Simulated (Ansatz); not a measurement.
# Cu: the cost of one run

Program: Ansatz 0.2.0. Level of theory: DFT PBEsol, scalar-relativistic, plane waves, PAW. These are calculated values, not measurements.

**1. The system as given**

It takes space group P6_3/mmc (No. 194, hexagonal). Conventional cell: a = 2.521 Å, b = 2.521 Å, c = 4.117 Å, α = 90.00°, β = 90.00°, γ = 120.00°. Cu (site symmetry -6m2) is surrounded by 12 Cu at 2.52 Å.

As a file:

```cif
data_structure
_symmetry_space_group_name_H-M 'P 1'
_symmetry_Int_Tables_number 1
_cell_length_a 2.5206
_cell_length_b 2.5206
_cell_length_c 4.1165
_cell_angle_alpha 90.000
_cell_angle_beta 90.000
_cell_angle_gamma 120.000
_cell_volume 22.65
loop_
_atom_site_label
_atom_site_type_symbol
_atom_site_fract_x
_atom_site_fract_y
_atom_site_fract_z
_atom_site_occupancy
Cu1 Cu 0.33333 0.66667 0.25000 1
Cu2 Cu 0.66667 0.33333 0.75000 1
```

It goes back to an entry of the Materials Project, which need not be the stable form.

This cell was relaxed beforehand with the same method: volume 11.32 Å³/atom, gap on the mesh none (metal).

**2. The unstrained reference**

input.yaml

```yaml
crystal:
  lattice:
    - [2.5205910252, 0.0, 0.0]
    - [-1.2602955126, 2.1828958604, 0.0]
    - [0.0, 0.0, 4.1165232675]
  atoms:
    - { symbol: Cu, position: [0.3333333333, 0.6666666667, 0.25] }
    - { symbol: Cu, position: [0.6666666667, 0.3333333333, 0.75] }
basis:
  ecutwfc: 420
kpoints:
  mp_grid: { grid: [24, 24, 12] }
hamiltonian:
  xc: pbesol
scf:
  occupations: { method: gaussian, width: 0.1 }
output:
  forces: true
  stress: true
  eigenvalues: true
```

Launch:

```console
> ansatz run input.yaml --threads 1 --pin off --max-ram 2560MiB --backend cpu --events-out ev --progress --plain --runs-dir out
```

Q: Estimate wall time and peak memory on 1 thread of Intel Xeon Platinum 8259CL at 2.50GHz (Skylake/Cascade Lake), shared host.

About 8.8 s, with a peak of 0.51 GiB.
